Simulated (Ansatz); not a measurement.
This script drives the Ansatz DFT code, driven from Python.

The script, `aso.py`:
```python
'''AsO at several levels of theory.'''

from pathlib import Path

import ansatz as az
from ase import Atoms
import numpy as np

atoms = Atoms(['As', 'O'], positions=[
    (0.0, 0.0, 0.0),
    (0.0, 0.0, 1.775),
])
mol = az.Crystal.molecule_from_ase(atoms)

calculation = mol.calculation()
calculation = calculation.basis(gaussian='def2-SVP').spin('collinear', total=1)

print('functional    E (Ha)        dipole (D)   HOMO (eV)  LUMO (eV)')
for name in ['cam_b3lyp', 'lc_wpbe', 'hse06', 'pbe0']:
    report = calculation.functional(name).forces().orbitals().run(threads=1, runs_dir='runs').report
    lines = Path(report['orbitals_path']).read_text().splitlines()
    field_of = lambda key: [line.split('=')[1].strip() for line in lines if line.startswith(key)]
    orbitals = [(27.211386 * float(e), s, float(n)) for e, s, n in zip(field_of('Ene='), field_of('Spin='), field_of('Occup='))]
    homo = max(e for e, _, n in orbitals if n > 0.5)
    lumo = min(e for e, _, n in orbitals if n < 0.5)
    dipole = 4.803205 * np.linalg.norm(report['charge_distribution']['dipole_moment_e_ang'])
    print(f'{name:10s} {report["free_energy_ev"] / 27.211386246:14.6f} {dipole:9.3f} {homo:11.3f} {lumo:10.3f}')
```

It is started by `python aso.py`. How long does it take on 1 thread of Arm Neoverse V1, on a shared host, and how much memory does it need?

It took about 17 s, with a peak of 0.19 GiB, for 4 runs of the engine.

Running `python aso.py` prints:
```text
functional    E (Ha)        dipole (D)   HOMO (eV)  LUMO (eV)
cam_b3lyp    -2310.787505     3.081      -7.342     -2.595
lc_wpbe      -2310.329839     3.196      -8.778     -1.461
hse06        -2310.338231     2.988      -5.693     -4.193
pbe0         -2310.338932     2.996      -6.093     -3.806
```

Total energies depend on the basis set; only differences at equal settings carry meaning. The geometry is a force-field or estimated start, not a minimum of this method, and the basis set is short of its limit. A lower total doesn't mark the better method: functionals have no common bound, and MP2 and coupled cluster aren't variational. The run takes the species as open-shell (spin multiplicity 2), which needn't be its ground state. Levels such as HOMO and LUMO are orbital energies: with these approximate functionals they aren't the ionisation energy and electron affinity, and their gap isn't the fundamental gap. hse06 follows the composition of plane-wave codes, whose totals differ by tens of mHa, up to about 0.1 Ha, from the form usual in Gaussian-basis programs (wpbeh). The spin state was assumed, and another may lie lower.
